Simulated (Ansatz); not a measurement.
# H12Se3Zn3 (Zn3Se3 wurtzite hole sphere): the cost of one run

Method: RKS B3LYP-D4/def2-SVP; program: Ansatz 0.2.0, Gaussian basis.

The runs, in order: relaxation at B3LYP-D4/def2-SVP; a single point at PBE0-D4/def2-TZVP.

11 further runs of the same task are left out: 10 that didn't finish, 1 set aside as unsound or not needed.

### Step 1. Where the work starts

18 atoms, charge 0, spin multiplicity 1.

Atoms are counted from 1 here; the program's logs count them from 0.

Bond lengths: Se1–H7 1.431 Å, Se1–H8 1.431 Å, Zn2–H9 1.544 Å, Zn2–H10 1.544 Å, Se3–H11 1.431 Å, Se3–H12 1.431 Å, Zn4–H13 1.544 Å, Zn4–H14 1.544 Å, Se5–H15 1.431 Å, Se5–H16 1.431 Å, Zn6–H17 1.544 Å, Zn6–H18 1.544 Å. Angles: H7–Se1–H8 92.3°, H9–Zn2–H10 152.0°, H11–Se3–H12 92.2°, H13–Zn4–H14 152.2°, H15–Se5–H16 92.1°, H17–Zn6–H18 152.1°.

Coordinates:

| atom | x (Å) | y (Å) | z (Å) |
| --- | --- | --- | --- |
| Se1 | -0.0110 | -2.3335 | -0.0055 |
| Zn2 | -2.8318 | -1.6301 | 0.0260 |
| Se3 | -2.0025 | 1.1609 | -0.0189 |
| Zn4 | 2.8174 | -1.6337 | 0.0342 |
| Se5 | 2.0225 | 1.1646 | -0.0047 |
| Zn6 | 0.0042 | 3.2663 | 0.0217 |
| H7 | -0.0124 | -3.3609 | 0.9903 |
| H8 | -0.0038 | -3.2875 | -1.0719 |
| H9 | -3.1857 | -1.8344 | -1.4629 |
| H10 | -3.1304 | -1.7905 | 1.5320 |
| H11 | -2.8384 | 1.6484 | -1.0725 |
| H12 | -2.8807 | 1.6728 | 0.9877 |
| H13 | 3.1581 | -1.8296 | -1.4591 |
| H14 | 3.1182 | -1.8100 | 1.5385 |
| H15 | 2.8508 | 1.6276 | -1.0754 |
| H16 | 2.9129 | 1.6916 | 0.9834 |
| H17 | 0.0066 | 3.6113 | 1.5268 |
| H18 | 0.0061 | 3.6668 | -1.4699 |

The start is a GFN1-xTB geometry.

### Step 2. Optimising with B3LYP-D4/def2-SVP

File in.yaml:

```yaml
crystal:
  periodic: [false, false, false]
  atoms:
    - {symbol: Se, position_ang: [-0.011040, -2.333480, -0.005530]}
    - {symbol: Zn, position_ang: [-2.831840, -1.630070, 0.026000]}
    - {symbol: Se, position_ang: [-2.002490, 1.160860, -0.018890]}
    - {symbol: Zn, position_ang: [2.817440, -1.633720, 0.034240]}
    - {symbol: Se, position_ang: [2.022500, 1.164630, -0.004740]}
    - {symbol: Zn, position_ang: [0.004240, 3.266290, 0.021710]}
    - {symbol: H, position_ang: [-0.012450, -3.360940, 0.990350]}
    - {symbol: H, position_ang: [-0.003760, -3.287510, -1.071860]}
    - {symbol: H, position_ang: [-3.185730, -1.834390, -1.462910]}
    - {symbol: H, position_ang: [-3.130420, -1.790540, 1.531980]}
    - {symbol: H, position_ang: [-2.838370, 1.648370, -1.072470]}
    - {symbol: H, position_ang: [-2.880720, 1.672790, 0.987710]}
    - {symbol: H, position_ang: [3.158100, -1.829590, -1.459080]}
    - {symbol: H, position_ang: [3.118180, -1.809960, 1.538540]}
    - {symbol: H, position_ang: [2.850760, 1.627610, -1.075410]}
    - {symbol: H, position_ang: [2.912920, 1.691570, 0.983420]}
    - {symbol: H, position_ang: [0.006560, 3.611310, 1.526840]}
    - {symbol: H, position_ang: [0.006120, 3.666760, -1.469880]}
basis:
  gaussian: {orbitals: def2-SVP}
hamiltonian: {xc: {name: B3LYP}, dispersion: d4}
scf: {lower_state_search: "off"}
output: {orbitals: {seedname: orbitals}}
relax: {f_tol: 0.02, max_steps: 100}
```

The run is started by

```sh
$ ansatz run in.yaml --threads 4 --pin off --events-out ev --progress --plain --max-ram 4787MiB
```

Q: Estimate wall time and peak memory on 4 threads of Arm Neoverse N1, shared host.

About 85 s, with a peak of 1.2 GiB.
